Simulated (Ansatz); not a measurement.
# As2H3 (doublet): from Hartree-Fock to the top rungs at distance As1–As2 = 6.488 Å, cc-pVDZ

An exercise on one series of results from a longer session: the logs are not shown, and one member is left open.

Program: Ansatz 0.2.0, Gaussian basis. Level of theory: cc-pVDZ, core rule «outside noble gas», up to 28 orbitals frozen. These are calculated values, not measurements.

The runs, in order: UHF; CCSD(T) on UHF; BCCD(T) on ROHF; CISD; CCSDT(Q) on ROHF; CCSDT(Q) on UHF; CASSCF and MRCISD+Q, 3 electrons in 3 orbitals; CASSCF and NEVPT2, 3 electrons in 3 orbitals.

34 further runs of the same task are left out: 5 for a known fault of the program, 22 that didn't finish, 7 set aside as unsound or not needed.

## The geometry

The geometry derives from a PBE0/def2-TZVP stationary point (not a proven minimum). One bond is set to the value named and the two fragments are kept rigid. No spin-orbit coupling is included. The filled d shell of As may be among the frozen orbitals whatever the setting's name suggests; the logs give the count.

5 atoms, charge 0, spin multiplicity 2.

Atoms are counted from 1 here; the program's logs count them from 0.

Bond lengths: As1–H3 1.524 Å, As1–H4 1.522 Å, As2–H5 1.528 Å. Angles: H3–As1–H4 92.9°.

As a file:

```tsv
atom	x (Å)	y (Å)	z (Å)
As1	0.4462	-0.0970	2.5445
As2	0.2707	-0.2808	-3.9386
H3	-0.8943	0.6107	2.6981
H4	-0.1777	-1.4768	2.6975
H5	0.3551	1.2440	-4.0015
```

Set-up of the first run:

in.yaml reads:

```yaml
crystal:
  periodic: [false, false, false]
  atoms:
    - {symbol: As, position_ang: [0.446195, -0.097032, 2.544462]}
    - {symbol: As, position_ang: [0.270656, -0.280776, -3.938560]}
    - {symbol: H, position_ang: [-0.894278, 0.610661, 2.698067]}
    - {symbol: H, position_ang: [-0.177689, -1.476829, 2.697494]}
    - {symbol: H, position_ang: [0.355117, 1.243977, -4.001463]}
basis:
  gaussian: {orbitals: cc-pVDZ}
magnetization: {spin_polarized: true, initial_magnetization: 1}
hamiltonian: {xc: hf}
output: {orbitals: {seedname: orbitals}}
```

Command:

```
$ ansatz run in.yaml --threads 1 --pin off --events-out ev --progress --plain --max-ram 2393MiB
```

Steps of the session up to this table: UHF; CCSD(T) on UHF; BCCD(T) on ROHF; CISD; CCSDT(Q) on ROHF; CCSDT(Q) on UHF; CASSCF and MRCISD+Q, 3 electrons in 3 orbitals; CASSCF and NEVPT2, 3 electrons in 3 orbitals.

One of the session's tables, all rows but one given; the rest of the session is left out.

It belongs to the step «Misses and costs». 

```
       method  from UCCSDT(Q) (meV)
          UHF               +6042.4
         UMP2                     ?
        UCCSD                +141.9
     UCCSD(T)                 +29.5
      BCCD(T)                 +41.2
       UCCSDT                  +4.1
    UCCSDT(Q)                     0
  CASSCF pair               +6298.9
  NEVPT2 pair               +1293.1
  MRCISD pair                +704.5
MRCISD+Q pair                 +35.2
```

Estimate the missing values for UMP2.

**Answer.** from UCCSDT(Q) (meV): +1354.5. In the column «from UCCSDT(Q) (meV)» it lies between NEVPT2 pair (+1293.1) and UHF (+6042.4).

Not comparable, so not listed: CISD; CCSDT(Q) on ROHF (they don't share determinant, frozen orbitals or solution with the rows shown, or repeat one).

Limits of these values: The determinant is far from a pure spin state, so its energy mixes those of several spin states (harmless only where they are near-degenerate, as at dissociation). The report flags that the cluster equations may have other roots. The program flags BCCD(T) as in doubt, so those rows may rest on another solution; read them beside their warnings.
